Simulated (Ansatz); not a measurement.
# CHClFGeNO: taking an electron away

The task here is to estimate one member of a computed series from the others.

Program: Ansatz 0.2.0, Gaussian basis. Level of theory: unrestricted cation, the program's frozen cores in correlated methods. These are calculated values, not measurements.

The runs, in order: UKS PBE-D4/def2-TZVPP; UKS r2SCAN-D4/def2-TZVPP; UKS PBE0-D4/def2-TZVPP; UKS B3LYP-D4/def2-TZVPP; UKS wB97X-V/def2-TZVPP; UKS wB97M-V/def2-TZVPP; UKS B2PLYP/def2-TZVPP; UHF-CCSD(T)/def2-TZVPP; UHF-MP2/def2-QZVPP; extrapolation to the limit; then −ε(HOMO) from the neutral's earlier runs with LDA (SPW92), PBE-D4, revPBE-D4, BLYP-D4, r2SCAN-D4, B97M-V, PBE0-D4, B3LYP-D4, r2SCANh-D4, r2SCAN0-D4, HSE06-D4, BHLYP-D4, CAM-B3LYP-D4, LC-ωPBE, ωB97X-V, ωB97M-V.

**The relaxed structure**

An earlier PBE0-D4 in a triple-zeta def2 set relaxation fixed the geometry.

SMILES `O=C=[N][GeH]([F])[Cl]`, 7 atoms, charge 0, spin multiplicity 1.

Atoms are counted from 1 here; the program's logs count them from 0.

Bond lengths: O1–C2 1.159 Å, C2–N3 1.206 Å, N3–Ge4 1.804 Å, Ge4–F5 1.720 Å, Ge4–Cl6 2.123 Å, Ge4–H7 1.518 Å. Angles: O1–C2–N3 175.9°, C2–N3–Ge4 137.5°, N3–Ge4–F5 106.8°, N3–Ge4–Cl6 110.2°, N3–Ge4–H7 110.9°, F5–Ge4–Cl6 106.6°, F5–Ge4–H7 109.4°, Cl6–Ge4–H7 112.7°.

Coordinates:

```
O     1.67578   -1.50640    1.86709
C     1.07668   -1.16371    0.93614
N     0.47443   -0.88278   -0.07072
Ge   -0.55633    0.47008   -0.67090
F     0.51130    1.72090   -1.17635
Cl   -1.71587    1.26933    0.91768
H    -1.40488    0.02458   -1.84864
```

Set-up of the first run:

in.yaml

```yaml
crystal:
  periodic: [false, false, false]
  atoms:
    - {symbol: O, position_ang: [1.675778, -1.506396, 1.867094]}
    - {symbol: C, position_ang: [1.076676, -1.163708, 0.936139]}
    - {symbol: N, position_ang: [0.474431, -0.882782, -0.070721]}
    - {symbol: Ge, position_ang: [-0.556332, 0.470077, -0.670905]}
    - {symbol: F, position_ang: [0.511301, 1.720902, -1.176347]}
    - {symbol: Cl, position_ang: [-1.715872, 1.269328, 0.917683]}
    - {symbol: H, position_ang: [-1.404882, 0.024579, -1.848643]}
basis:
  gaussian: {orbitals: def2-TZVPP}
total_charge: 1
magnetization: {spin_polarized: true, initial_magnetization: 1}
hamiltonian: {xc: pbe, dispersion: d4}
```

Started as:

```console
$ ansatz run in.yaml --threads 2 --pin off --events-out ev --progress --plain --max-ram 32768MiB --backend cpu
```

Among the steps run: Cation, UKS PBE-D4/def2-TZVPP; Cation, UKS r2SCAN-D4/def2-TZVPP; Cation, UKS PBE0-D4/def2-TZVPP; Cation, UKS B3LYP-D4/def2-TZVPP; Cation, UKS wB97X-V/def2-TZVPP; Cation, UKS wB97M-V/def2-TZVPP; Cation, UKS B2PLYP (frozen core)/def2-TZVPP; Cation, UHF-CCSD(T)/def2-TZVPP; Cation, UHF-MP2/def2-QZVPP.

One table of the session follows, with a row left open; its other results are not shown here.

It belongs to the step «Ionisation energies side by side». Orbital estimates, from the neutral's runs:

| functional | −ε(HOMO) (eV) |
| --- | --- |
| LDA (SPW92) | 8.08 |
| PBE-D4 | 7.85 |
| revPBE-D4 | 7.77 |
| BLYP-D4 | 7.71 |
| r2SCAN-D4 | 8.20 |
| B97M-V | 8.22 |
| PBE0-D4 | 9.30 |
| B3LYP-D4 | 9.03 |
| r2SCANh-D4 | ? |
| r2SCAN0-D4 | 9.54 |
| HSE06-D4 | 8.90 |
| BHLYP-D4 | 10.63 |
| CAM-B3LYP-D4 | 10.67 |
| LC-ωPBE | 12.03 |
| ωB97X-V | 11.65 |
| ωB97M-V | 11.54 |

Q: Estimate the row for r2SCANh-D4 from the others.

Worked estimate for «−ε(HOMO) (eV)». Against the share of exact exchange, r2SCAN-D4 (0, 8.20), r2SCAN0-D4 (0.25, 9.54) give a slope of 5.36 per unit share; at 0.1 the line stands at 8.74.

**Answer.** −ε(HOMO) (eV): 8.73. In «−ε(HOMO) (eV)» the line misses by +0.01.
